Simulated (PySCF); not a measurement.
# C3H5B: NMR shifts at several levels of theory, part 2 of 2

PySCF 2.14.0. Atoms count from 0. The steps go on from the part before.

### Step 9. NMR shieldings: LC-wPBE/pcSseg-2

The job: settings as JSON, then the geometry in Å.

```
{"job": {"kind": "nmr", "xc": "LC-wPBE", "basis": "pcSseg-2", "pop": false}, "charge": 0, "multiplicity": 1}
B     -1.337898     0.707216     0.100646
C     -0.379526    -0.528560     0.006536
C      1.050868    -0.287375    -0.062542
C      2.240772    -0.067734    -0.114805
H     -0.937511     1.843291     0.027402
H     -2.522135     0.495564     0.227689
H     -0.627511    -1.220489     0.834821
H     -0.725404    -1.084543    -0.890950
H      3.296096     0.125623    -0.162256
```

Method: GIAO LC-wPBE/pcSseg-2 NMR shielding, non-relativistic, gas phase.

Output:

```text
coarse grid: 7448 points
cycle   1  E = -141.9862053250  dE =  3.843e-01  |g| = 2.973e-01  |ddm| = 2.037e+00
cycle   2  E = -142.0091511904  dE = -2.295e-02  |g| = 1.465e-01  |ddm| = 4.212e-01
cycle   3  E = -142.0137977153  dE = -4.647e-03  |g| = 5.929e-02  |ddm| = 2.680e-01
cycle   4  E = -142.0145468905  dE = -7.492e-04  |g| = 2.870e-02  |ddm| = 8.204e-02
cycle   5  E = -142.0147473564  dE = -2.005e-04  |g| = 3.643e-03  |ddm| = 3.090e-02
cycle   6  E = -142.0147522178  dE = -4.861e-06  |g| = 1.025e-03  |ddm| = 6.713e-03
final grid: 71696 points
cycle   7  E = -142.0190365741  dE = -7.208e-05  |g| = 2.859e-03  |ddm| = 9.051e-02
cycle   8  E = -142.0190380326  dE = -1.458e-06  |g| = 1.533e-03  |ddm| = 5.401e-03
cycle   9  E = -142.0190385631  dE = -5.305e-07  |g| = 6.052e-04  |ddm| = 2.052e-03
cycle  10  E = -142.0190385439  dE =  1.926e-08  |g| = 2.635e-04  |ddm| = 1.048e-03
cycle  11  E = -142.0190386541  dE = -1.103e-07  |g| = 3.208e-05  |ddm| = 2.660e-04
cycle  12  E = -142.0190386546  dE = -4.989e-10  |g| = 1.193e-05  |ddm| = 8.156e-05
converged SCF energy = -142.0190386546

GIAO shielding tensors (ppm)
atom      isotropic    diamagn.    paramagn.     s11        s22        s33       span
  0 B        1.790     190.478    -188.688    -74.439    -44.392    124.203    198.642
  1 C      165.575     241.919     -76.344    136.797    175.586    184.343     47.546
  2 C       94.570     256.689    -162.119    -14.270      1.972    296.008    310.278
  3 C      108.388     266.342    -157.955     31.600     38.479    255.084    223.484
  4 H       23.528      28.815      -5.287     16.219     26.726     27.637     11.418
  5 H       23.752      28.872      -5.121     17.106     27.008     27.141     10.035
  6 H       28.657      28.190       0.468     23.136     28.145     34.691     11.555
  7 H       29.079      28.091       0.989     23.279     28.694     35.265     11.986
  8 H       29.557      32.660      -3.103     24.624     24.880     39.165     14.541
```

Run time: 23 s. Hardware: 1 thread of Arm Neoverse V1, shared host; peak memory 0.85 GiB.

Key values: δ C2 93.7, C3 79.9, C1 22.7, B0 97.2, H4 7.68, H6 2.45 ppm (means over like atoms).

### Step 10. NMR shieldings: PBE0/STO-3G

Settings changed since step 9:

```diff
@@ -1,2 +1,2 @@
-{"job": {"kind": "nmr", "xc": "LC-wPBE", "basis": "pcSseg-2", "pop": false}, "charge": 0, "multiplicity": 1}
+{"job": {"kind": "nmr", "xc": "PBE0", "basis": "STO-3G", "pop": true}, "charge": 0, "multiplicity": 1}
 B     -1.337898     0.707216     0.100646
```

Method: GIAO PBE0/STO-3G NMR shielding, non-relativistic, gas phase.

Output:

```text
coarse grid: 7448 points
cycle   1  E = -140.1598293286  dE =  2.838e-01  |g| = 1.750e-01  |ddm| = 3.870e+00
cycle   2  E = -140.1685836972  dE = -8.754e-03  |g| = 1.188e-01  |ddm| = 4.601e-01
cycle   3  E = -140.1705128818  dE = -1.929e-03  |g| = 9.807e-02  |ddm| = 2.181e-01
cycle   4  E = -140.1730744458  dE = -2.562e-03  |g| = 1.177e-02  |ddm| = 1.019e-01
cycle   5  E = -140.1731120640  dE = -3.762e-05  |g| = 2.919e-03  |ddm| = 1.598e-02
cycle   6  E = -140.1731146968  dE = -2.633e-06  |g| = 2.482e-04  |ddm| = 4.017e-03
final grid: 71696 points
cycle   7  E = -140.1626784633  dE = -5.580e-06  |g| = 2.341e-03  |ddm| = 1.018e-02
cycle   8  E = -140.1626786787  dE = -2.154e-07  |g| = 2.347e-03  |ddm| = 5.717e-03
cycle   9  E = -140.1626798977  dE = -1.219e-06  |g| = 1.188e-03  |ddm| = 3.326e-03
cycle  10  E = -140.1626802789  dE = -3.812e-07  |g| = 8.446e-05  |ddm| = 1.200e-03
cycle  11  E = -140.1626802811  dE = -2.215e-09  |g| = 7.258e-06  |ddm| = 1.136e-04
cycle  12  E = -140.1626802812  dE = -2.032e-11  |g| = 1.679e-06  |ddm| = 1.378e-05
converged SCF energy = -140.1626802812

GIAO shielding tensors (ppm)
atom      isotropic    diamagn.    paramagn.     s11        s22        s33       span
  0 B       37.528     195.108    -157.580    -35.403     -5.832    153.818    189.221
  1 C      212.823     243.102     -30.279    196.169    218.982    223.319     27.149
  2 C      171.202     264.533     -93.331    108.425    114.122    291.059    182.635
  3 C      168.975     265.185     -96.211    123.114    125.977    257.833    134.719
  4 H       25.009      30.572      -5.563     17.973     28.224     28.829     10.856
  5 H       25.054      29.842      -4.788     18.707     27.861     28.592      9.885
  6 H       30.425      28.738       1.687     24.966     28.572     37.736     12.770
  7 H       30.810      28.672       2.138     25.101     28.945     38.384     13.283
  8 H       30.180      30.702      -0.522     25.534     25.709     39.298     13.765
```

Wall time 1.4 s (1 thread of Arm Neoverse V1, shared host); peak memory 0.46 GiB.

In short: δ C3 65.7, C2 63.5, C1 21.9, B0 91.2, H4 7.57, H8 2.42 ppm (means over like atoms).

### Step 11. Nuclear shieldings: PBE0/6-31G

Settings changed since step 10:

```diff
@@ -1,2 +1,2 @@
-{"job": {"kind": "nmr", "xc": "PBE0", "basis": "STO-3G", "pop": true}, "charge": 0, "multiplicity": 1}
+{"job": {"kind": "nmr", "xc": "PBE0", "basis": "6-31G", "pop": true}, "charge": 0, "multiplicity": 1}
 B     -1.337898     0.707216     0.100646
```

With the program's defaults for keys left out, this is: GIAO PBE0/6-31G NMR shielding, non-relativistic, gas phase.

Output:

```text
coarse grid: 7448 points
cycle   1  E = -141.8615779675  dE =  2.775e-01  |g| = 2.763e-01  |ddm| = 2.848e+00
cycle   2  E = -141.8701756280  dE = -8.598e-03  |g| = 2.319e-01  |ddm| = 6.571e-01
cycle   3  E = -141.8846846533  dE = -1.451e-02  |g| = 7.312e-02  |ddm| = 2.818e-01
cycle   4  E = -141.8858802879  dE = -1.196e-03  |g| = 2.736e-02  |ddm| = 9.324e-02
cycle   5  E = -141.8860685187  dE = -1.882e-04  |g| = 4.512e-03  |ddm| = 2.997e-02
cycle   6  E = -141.8860741363  dE = -5.618e-06  |g| = 6.914e-04  |ddm| = 5.418e-03
final grid: 71696 points
cycle   7  E = -141.8552957100  dE = -9.183e-06  |g| = 4.727e-03  |ddm| = 1.790e-02
cycle   8  E = -141.8552939050  dE =  1.805e-06  |g| = 5.545e-03  |ddm| = 1.117e-02
cycle   9  E = -141.8553013433  dE = -7.438e-06  |g| = 1.950e-03  |ddm| = 6.990e-03
cycle  10  E = -141.8553023072  dE = -9.639e-07  |g| = 1.598e-04  |ddm| = 1.748e-03
cycle  11  E = -141.8553023143  dE = -7.056e-09  |g| = 2.621e-05  |ddm| = 1.800e-04
cycle  12  E = -141.8553023145  dE = -1.910e-10  |g| = 5.520e-06  |ddm| = 4.448e-05
converged SCF energy = -141.8553023145

GIAO shielding tensors (ppm)
atom      isotropic    diamagn.    paramagn.     s11        s22        s33       span
  0 B       29.957     192.278    -162.320    -36.363     -7.845    134.080    170.443
  1 C      175.311     248.522     -73.212    149.190    184.731    192.012     42.822
  2 C      120.620     255.686    -135.067     28.294     40.125    293.440    265.147
  3 C      132.980     285.353    -152.373     68.184     72.687    258.069    189.885
  4 H       23.739      28.925      -5.186     16.490     26.964     27.763     11.273
  5 H       24.097      28.822      -4.725     17.315     26.477     28.499     11.184
  6 H       29.644      28.020       1.624     24.461     28.966     35.505     11.044
  7 H       30.073      27.997       2.076     24.652     29.424     36.143     11.490
  8 H       30.592      30.395       0.197     26.173     26.345     39.257     13.084
```

It took 2.5 s on 1 thread of Arm Neoverse V1, shared host; peak memory 0.46 GiB.

In short: δ C2 78.9, C3 66.6, C1 24.2, B0 83.2, H4 8.69, H6 2.75 ppm (means over like atoms).

### Step 12. Comparing the runs: NMR shifts

Shifts (ppm), means over like atoms, with basis size and wall time:

```csv
run,C2,C3,C1,H4,H6,H8,B0,functions,time
PBE0/pcSseg-2,89.1,73.4,24.6,7.63,2.71,1.69,93.2,214,13 s
mPW1PW91/pcSseg-2,88.7,73.2,24.3,7.55,2.69,1.69,92.1,214,13 s
WP04/pcSseg-2,80.8,66.6,21.4,6.53,2.49,1.55,86.1,214,13 s
B97-2/pcSseg-2,86.2,70.4,23.2,7.38,2.67,1.68,87.7,214,13 s
BHandHLYP/pcSseg-2,88.6,73.2,21.5,7.24,2.50,1.84,90.5,214,13 s
CAM-B3LYP/pcSseg-2,90.7,73.8,23.7,7.57,2.58,1.75,96.6,214,17 s
wB97X-D/pcSseg-2,89.7,74.1,22.2,7.36,2.52,1.75,87.8,214,17 s
LC-wPBE/pcSseg-2,93.7,79.9,22.7,7.68,2.45,1.76,97.2,214,23 s
PBE0/STO-3G,63.5,65.7,21.9,7.57,1.99,2.42,91.2,25,1.4 s
PBE0/6-31G,78.9,66.6,24.2,8.69,2.75,2.02,83.2,46,2.5 s
```

### Step 13. What came out

The summary covers parts 1 to 2.

| quantity | value |
| --- | --- |
| 13C shifts against TMS (PBE0/pcSseg-2) | 89.1, 73.4, 24.6 ppm |
| 1H shifts against TMS (PBE0/pcSseg-2, means over atoms taken as alike) | 7.63, 2.71, 1.69 ppm |
| 11B shifts against BF3·OEt2 (PBE0/pcSseg-2) | 93.2 ppm |
| range of the shift of C2 | 63.5 to 93.7 ppm |
| property runs in this session | 10, of which 0 failed and 1 gave unsound results |

What this shows: Single values in the summary come from the first run of each kind that ended normally (PBE0/pcSseg-2), which need not be the best level. At PBE0/pcSseg-2: The widest tensor belongs to C2: span 306 ppm, with a paramagnetic part of -161 ppm. In ppm, C2 moves most: its shift spreads over 30.2 ppm, from 63.5 (PBE0/STO-3G) to 93.7 (LC-wPBE/pcSseg-2). A minimal basis is unusable for shieldings, so that end is no result.
